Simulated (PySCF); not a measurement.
# C5H7PSi: the cost of one run

Computed with PySCF 2.14.0, with density-fitted response routines of our own, on a single molecule in the gas phase. Atoms are numbered from 0 throughout.

### Step 1. The molecule as given

14 atoms, charge 0, multiplicity 1; geometry from: GFN2-xTB.

Bonds of the start (Å): C0–C1 1.20, C1–P2 1.77, P2–C3 1.65, C3–C4 1.30, C4–C5 1.50, C4–Si6 1.90, C0–H7 1.05, C5–H8 1.09, C5–H9 1.09, C5–H10 1.09, Si6–H11 1.47, Si6–H12 1.47, Si6–H13 1.46.

### Step 2. TDDFT and polarisability: wB97X-D/def2-SVPD

What the job is given:

```
{"job": {"kind": "uv", "xc": "wB97X-D", "basis": "def2-SVPD", "nstates": 8, "ntriplets": 3}, "charge": 0, "multiplicity": 1}
C      3.758214    -0.701297    -0.592418
C      2.861074    -0.937111     0.174169
P      1.658532    -1.363573     1.396098
C      0.351354    -0.684975     0.658227
C     -0.728142    -0.121372     0.211072
C     -1.691935    -0.807415    -0.717718
Si    -1.138853     1.678479     0.668973
H      4.514294    -0.474824    -1.286489
H     -1.387883    -1.833883    -0.913760
H     -1.743663    -0.268695    -1.663224
H     -2.688753    -0.811216    -0.278509
H     -2.463370     1.680407     1.297723
H     -1.181281     2.455698    -0.572343
H     -0.120266     2.189304     1.581100
```

Level: TDDFT wB97X-D/def2-SVPD, vertical, gas phase, core orbitals frozen in the response.

Started as:

```sh
OMP_NUM_THREADS=1 python probes_run.py task.json out
```

The driver reads the jobs from task.json and runs them one after another.

**Question.** How long does this job take on 1 thread of Arm Neoverse V2, shared host, and how much memory does it need?

About 34 s, with a peak of 0.87 GiB.
